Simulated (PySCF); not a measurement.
**C2H5BrSi: geometry, electronic excitations**

Aim: predict the electronic excitations of C2H5BrSi (`Br[SiH]1CC1`).

Programs: PySCF 2.14.0, with density-fitted response routines of our own. Each step states its level of theory. These are calculated values for one molecule in the gas phase, unless marked as measured. Atoms are numbered from 0 throughout.

**1. Starting geometry**

9 atoms, charge 0, multiplicity 1; geometry from: GFN2-xTB. The atoms were then displaced at random by about 0.01 Å, so the start is not that level's minimum.

Bonds of the start (Å): Br0–Si1 2.24, Si1–C2 1.89, C2–C3 1.55, C3–Si1 1.84, Si1–H4 1.43, C2–H5 1.07, C2–H6 1.07, C3–H7 1.09, C3–H8 1.06.

**2. Geometry optimisation at PBE0-D3(BJ)/def2-SVP**

The job: settings as JSON, then the geometry in Å.

```
{"job": {"xc": "PBE0", "basis": "def2-SVP", "d3": "d3bj", "grid": 1, "shake": 0.01, "kind": "geom"}, "charge": 0, "multiplicity": 1}
Br     2.676410    -0.087390    -1.014550
Si     0.986740     0.010450     0.448890
C     -0.637770    -0.776280    -0.098740
C     -0.576720     0.775260    -0.157120
H      1.509500     0.063440     1.782720
H     -1.288100    -1.204720     0.637900
H     -0.677630    -1.286140    -1.041070
H     -1.258420     1.277990     0.532060
H     -0.676200     1.210240    -1.123810
```

Run with:

```
> OMP_NUM_THREADS=1 python probes_run.py task.json out
```

The driver reads the jobs from task.json and runs them one after another.

**Question.** This job is followed by: TDDFT PBE0/def2-TZVPD, vertical, gas phase, core orbitals frozen in the response. Predict these results of the whole session: point group; rotational constants (main isotopes); lowest singlet (PBE0/def2-TZVPD); brightest single state of those computed; lowest triplet.

The runs gave:

| quantity | value |
| --- | --- |
| point group | Cs |
| rotational constants (main isotopes) | 11.23, 1.68, 1.67 GHz |
| lowest singlet (PBE0/def2-TZVPD) | 5.36 eV (231 nm), f = 0.002 |
| brightest single state of those computed | state 2, 6.18 eV, f = 0.113 |
| lowest triplet | 4.83 eV |

Over 9 steps the energy fell by 0.111 eV; of the close pairs, Si1–H4 changed most, 1.434 to 1.480 Å. No frequency check was run at this level, so the end point may be a saddle. The lowest singlet, at 5.36 eV, is HOMO→LUMO 0.97 and is weak; of the 10 states computed, the strongest absorption comes from state 2 at 6.18 eV. The lowest triplet lies 0.53 eV below the lowest singlet (triplets in Tamm-Dancoff, singlets in full TDDFT).
